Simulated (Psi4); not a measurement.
# CH7GaSi (SMILES [CH3][GaH][SiH3]) at CAM-B3LYP/6-31G(d) (spherical functions)

Aim: the energy change on altering one bond length of CH7GaSi at CAM-B3LYP/6-31G* (spherical functions), from 2 runs. Input form: a Python script.

The calculation is run with Psi4 1.11.

### 1 The system as given

The species is CH7GaSi (10 atoms), meant as a singlet with charge 0. SMILES: `[CH3][GaH][SiH3]`. Geometry: relaxed at PBE0-D4/def2-TZVP.

Bond lengths: C1–Ga2 1.971 Å, Ga2–Si3 2.419 Å, C1–H4 1.090 Å, C1–H5 1.094 Å, C1–H6 1.093 Å, Ga2–H7 1.578 Å, Si3–H8 1.492 Å, Si3–H9 1.489 Å, Si3–H10 1.492 Å. Some angles: C1–Ga2–Si3 120.8°, C1–Ga2–H7 118.1°, Si3–Ga2–H7 121.0°, Ga2–C1–H4 113.1°, Ga2–C1–H5 109.2°, Ga2–C1–H6 110.1°, Ga2–Si3–H8 110.2°, Ga2–Si3–H9 114.2°, Ga2–Si3–H10 110.2°, H4–C1–H5 108.5°.

### 2 The energy at CAM-B3LYP/6-31G(d) (spherical functions)

The input, calc.py:

```python
import psi4

psi4.set_memory('2200 MB')
psi4.set_num_threads(1)
psi4.set_output_file('ch7gasi.out', False)

molecule = psi4.geometry("""
0 1
C
Ga 1 1.971329
Si 2 2.418938 1 120.81586
H 1 1.090013 2 113.13032 3 6.07986
H 1 1.09446 4 108.48557 2 121.2633
H 1 1.093396 4 108.98032 5 115.95913
H 2 1.577949 1 118.14396 4 -174.35894
H 3 1.492403 2 110.18468 7 -121.43833
H 3 1.488928 8 107.61984 2 -125.05241
H 3 1.492338 9 107.61854 8 114.73276
symmetry c1
""")

psi4.set_options({
    'puream': True,
    'e_convergence': 1e-09,
    'd_convergence': 1e-08,
    'scf_type': 'pk',
    'dft_radial_points': 99,
    'dft_spherical_points': 590,
})

e_tot, wfn = psi4.energy('cam-b3lyp/6-31G*', return_wfn=True)
print(f'total energy {e_tot:.8f} hartree = {e_tot * 27.211386:.5f} eV')
for k, v in sorted(psi4.core.scalar_variables().items()):
    print(f'{k:45s} {v:18.10f}')
```

Run with:

```sh
python calc.py
```

ch7gasi.out:

```text
[...]
  Running in c1 symmetry.
[...]
  Nuclear repulsion =  238.583054008222064
[...]
  Multiplicity = 1
[...]
  Nalpha       = 29
  Nbeta        = 29
[...]
    Number of basis functions: 78
[...]
   @RKS iter   1: -2254.47854050578599   -2.12168e+00   3.77927e-02 ADIIS/DIIS
[...]
   @RKS iter  12: -2256.43607256002861   -4.09273e-12   6.75146e-09 DIIS
[...]
    Orbital Energies [Eh]
    ---------------------
    Doubly Occupied:
       1A   -372.620602     2A    -66.171447     3A    -46.010625
       4A    -40.769715     5A    -40.765845     6A    -40.765286
       7A    -10.232267     8A     -5.588436     9A     -5.338278
      10A     -3.878975    11A     -3.867934    12A     -3.866476
      13A     -3.696362    14A     -3.696187    15A     -3.695687
      16A     -0.910571    17A     -0.905580    18A     -0.904779
      19A     -0.901595    20A     -0.898834    21A     -0.757642
      22A     -0.608506    23A     -0.488887    24A     -0.462488
      25A     -0.460100    26A     -0.404258    27A     -0.403692
      28A     -0.343610    29A     -0.311174
[...]
  @RKS Final Energy: -2256.43607256002861
   => Energetics <=
    Nuclear Repulsion Energy =            238.5830540082220637
    One-Electron Energy =               -3615.3516803663210339
    Two-Electron Energy =                1200.4494361402960294
    DFT Exchange-Correlation Energy =     -80.1168823422256366
    Empirical Dispersion Energy =           0.0000000000000000
    VV10 Nonlocal Energy =                  0.0000000000000000
    Total Energy =                      -2256.4360725600290607
[...]
 Multipole Moments:
 ------------------------------------------------------------------------------------
     Multipole            Electronic (a.u.)      Nuclear  (a.u.)        Total (a.u.)
 ------------------------------------------------------------------------------------
 L = 1.  Multiply by 2.5417464519 to convert [e a0] to [Debye]
 Dipole X            :         -0.0315797            0.0331776            0.0015979
 Dipole Y            :          5.9861724           -5.8575841            0.1285883
 Dipole Z            :          1.3760811           -1.7153464           -0.3392654
 Magnitude           :                                                    0.3628202
[...]
```

On the terminal:

```text
total energy -2256.43607256 hartree = -61400.75295 eV
CURRENT ENERGY                                  -2256.4360725600
CURRENT REFERENCE ENERGY                        -2256.4360725600
DD SOLVATION ENERGY                                 0.0000000000
DFT FUNCTIONAL TOTAL ENERGY                     -2256.4360725600
DFT TOTAL ENERGY                                -2256.4360725600
DFT VV10 ENERGY                                     0.0000000000
DFT XC ENERGY                                     -80.1168823422
GRID ELECTRONS ALPHA                               28.9999995722
GRID ELECTRONS BETA                                28.9999995722
GRID ELECTRONS TOTAL                               57.9999991444
NUCLEAR REPULSION ENERGY                          238.5830540082
ONE-ELECTRON ENERGY                             -3615.3516803663
PCM POLARIZATION ENERGY                             0.0000000000
PE ENERGY                                           0.0000000000
SCF ITERATION ENERGY                            -2256.4360725600
SCF ITERATIONS                                     12.0000000000
SCF TOTAL ENERGY                                -2256.4360725600
TWO-ELECTRON ENERGY                              1200.4494361403
XC GRID RADIAL POINTS                              99.0000000000
XC GRID SPHERICAL POINTS                          590.0000000000
XC GRID TOTAL POINTS                           556257.0000000000
```

It took 26 s on 1 thread of AMD EPYC 7R43 (Zen 3), shared host; peak memory 1.3 GiB.

### 3 The distorted shape, same level

The input, run.py:

```python
import psi4

psi4.set_memory('2200 MB')
psi4.set_num_threads(1)
psi4.core.set_output_file('output.dat', False)

mol = psi4.geometry("""
0 1
C     -1.024034     1.141391    -0.803242
Ga     0.660766     0.406591    -0.090742
Si     0.885966    -1.958009     0.366658
H     -1.825034     0.403891    -0.854442
H     -0.847734     1.532691    -1.810042
H     -1.454200     2.236500    -0.005700
H      1.858866     1.401891     0.161958
H      0.630266    -2.748909    -0.872842
H      2.224266    -2.353609     0.885658
H     -0.132434    -2.387809     1.369258
symmetry c1
no_reorient
no_com
""")

options = {'basis': '6-31G*', 'puream': True, 'e_convergence': 1e-09, 'd_convergence': 1e-08, 'scf_type': 'pk', 'dft_radial_points': 99, 'dft_spherical_points': 590}
psi4.set_options(options)

e_tot, wfn = psi4.energy("cam-b3lyp", return_wfn=True)
print(f'total energy {e_tot:.8f} hartree = {e_tot * 27.211386:.5f} eV')
```

Run with:

```sh
python run.py
```

output.dat:

```text
[...]
  Running in c1 symmetry.
[...]
  Nuclear repulsion =  237.186872883166757
[...]
  Multiplicity = 1
[...]
  Nalpha       = 29
  Nbeta        = 29
[...]
    Number of basis functions: 78
[...]
   @RKS iter   1: -2254.40017380130939   -2.17782e+00   3.78790e-02 ADIIS/DIIS
[...]
   @RKS iter  13: -2256.39874294734682    0.00000e+00   4.77258e-09 DIIS
[...]
    Orbital Energies [Eh]
    ---------------------
    Doubly Occupied:
       1A   -372.622179     2A    -66.173183     3A    -46.012150
       4A    -40.771238     5A    -40.767367     6A    -40.766835
       7A    -10.261976     8A     -5.590003     9A     -5.339991
      10A     -3.880494    11A     -3.869472    12A     -3.868135
      13A     -3.698060    14A     -3.697891    15A     -3.697428
      16A     -0.912059    17A     -0.907051    18A     -0.906377
      19A     -0.903035    20A     -0.900452    21A     -0.741533
      22A     -0.609720    23A     -0.490305    24A     -0.466180
      25A     -0.417000    26A     -0.405747    27A     -0.404633
      28A     -0.345684    29A     -0.311695
[...]
  @RKS Final Energy: -2256.39874294734682
   => Energetics <=
    Nuclear Repulsion Energy =            237.1868728831667568
    One-Electron Energy =               -3612.5067136070792913
    Two-Electron Energy =                1198.9677305174191133
    DFT Exchange-Correlation Energy =     -80.0466327408537097
    Empirical Dispersion Energy =           0.0000000000000000
    VV10 Nonlocal Energy =                  0.0000000000000000
    Total Energy =                      -2256.3987429473468183
[...]
 Multipole Moments:
 ------------------------------------------------------------------------------------
     Multipole            Electronic (a.u.)      Nuclear  (a.u.)        Total (a.u.)
 ------------------------------------------------------------------------------------
 L = 1.  Multiply by 2.5417464519 to convert [e a0] to [Debye]
 Dipole X            :        -51.5881898           51.3949986           -0.1931912
 Dipole Y            :         18.8053171          -18.6606921            0.1446250
 Dipole Z            :          6.6737723           -6.8510018           -0.1772295
 Magnitude           :                                                    0.2994153
[...]
```

On the terminal:

```text
total energy -2256.39874295 hartree = -61399.73716 eV
```

It took 22 s on 1 thread of AMD EPYC 7R43 (Zen 3), shared host; peak memory 1.3 GiB.

### 4 Outcome

At CAM-B3LYP/6-31G* (spherical functions):

```
                                                         quantity           value
                                        first shape: total energy  -2256.43607 Eh
                                       first shape: dipole moment          0.92 D
                                         first shape: HOMO energy        -8.47 eV
                                         first shape: LUMO energy        -0.73 eV
                                       first shape: HOMO–LUMO gap         7.74 eV
                                    distorted shape: total energy  -2256.39874 Eh
                                   distorted shape: dipole moment          0.76 D
                                     distorted shape: HOMO energy        -8.48 eV
                                     distorted shape: LUMO energy        -0.76 eV
                                   distorted shape: HOMO–LUMO gap         7.72 eV
energy change with the C1–H6 bond stretched from 1.093 to 1.421 Å        1.016 eV
```

With the C1–H6 bond stretched from 1.093 to 1.421 Å the energy rises by 1.02 eV (98 kJ/mol). The first shape isn't relaxed at this level, so the change isn't measured from a minimum.
